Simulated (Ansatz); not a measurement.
# C₂H₉BOSi: basis-set convergence

The task here is to estimate one member of a computed series from the others.

Method: one geometry, several basis sets; program: Ansatz 0.2.0, Gaussian basis.

Levels to be run: PBE0-D4/def2-SVP; ωB97M-V/def2-SVP; PBE0-D4/def2-QZVPP; ωB97M-V/def2-QZVPP; the functionals' def2-TZVPP values are taken from earlier runs.

## The geometry

All runs share one geometry, relaxed beforehand with PBE0-D4 in a triple-zeta def2 set.

14 atoms, charge 0, spin multiplicity 1.

Atoms are counted from 1 here; the program's logs count them from 0.

Bond lengths: C1–C2 1.525 Å, C1–H6 1.092 Å, C1–H7 1.093 Å, C1–H8 1.093 Å, C2–B3 1.563 Å, C2–H9 1.102 Å, C2–H10 1.096 Å, B3–O4 1.357 Å, B3–H11 1.209 Å, O4–Si5 1.652 Å, Si5–H12 1.486 Å, Si5–H13 1.483 Å, Si5–H14 1.483 Å. Angles: C2–C1–H6 112.0°, C2–C1–H7 111.2°, C2–C1–H8 111.3°, H6–C1–H7 107.7°, H6–C1–H8 107.4°, H7–C1–H8 107.1°, C1–C2–B3 115.4°, C1–C2–H9 109.3°, C1–C2–H10 111.5°, B3–C2–H9 105.0°, B3–C2–H10 110.2°, H9–C2–H10 104.7°, C2–B3–O4 120.1°, C2–B3–H11 121.6°, O4–B3–H11 118.3°, B3–O4–Si5 132.1°, O4–Si5–H12 110.5°, O4–Si5–H13 108.3° and more.

The first run:

File in.yaml:

```yaml
crystal:
  periodic: [false, false, false]
  atoms:
    - {symbol: C, position_ang: [-1.610588, 1.298270, 1.356102]}
    - {symbol: C, position_ang: [-0.218315, 1.122326, 0.759667]}
    - {symbol: B, position_ang: [0.048980, -0.257451, 0.075408]}
    - {symbol: O, position_ang: [0.989723, -0.363734, -0.896148]}
    - {symbol: Si, position_ang: [1.544595, -1.654598, -1.765754]}
    - {symbol: H, position_ang: [-1.707596, 2.243076, 1.895939]}
    - {symbol: H, position_ang: [-1.846262, 0.491371, 2.054705]}
    - {symbol: H, position_ang: [-2.379910, 1.285961, 0.579510]}
    - {symbol: H, position_ang: [0.533321, 1.193102, 1.562815]}
    - {symbol: H, position_ang: [0.029938, 1.939188, 0.073167]}
    - {symbol: H, position_ang: [-0.542952, -1.256697, 0.413022]}
    - {symbol: H, position_ang: [0.821989, -2.892820, -1.375420]}
    - {symbol: H, position_ang: [2.995486, -1.806426, -1.499028]}
    - {symbol: H, position_ang: [1.328588, -1.370869, -3.205087]}
basis:
  gaussian: {orbitals: def2-SVP}
hamiltonian: {xc: pbe0, dispersion: d4}
output: {orbitals: {seedname: orbitals}}
```

Among the steps run: PBE0-D4 in def2-SVP; ωB97M-V in def2-SVP; PBE0-D4 in def2-QZVPP; ωB97M-V in def2-QZVPP.

One of the session's tables, all rows but one given; the rest of the session is left out.

It belongs to the step «Functionals by basis». 

| functional | basis | HOMO (eV) | LUMO (eV) |
| --- | --- | --- | --- |
| PBE0-D4 | def2-SVP | ? | ? |
| PBE0-D4 | def2-TZVPP | -8.07 | -0.17 |
| PBE0-D4 | def2-QZVPP | -8.08 | -0.25 |
| ωB97M-V | def2-SVP | -10.32 | 2.09 |
| ωB97M-V | def2-TZVPP | -10.41 | 1.68 |
| ωB97M-V | def2-QZVPP | -10.42 | 1.41 |

**Question.** Estimate the row for PBE0-D4, def2-SVP.

As computed: HOMO (eV): -8.01; LUMO (eV): 0.03. In the column «HOMO (eV)» it is the highest.
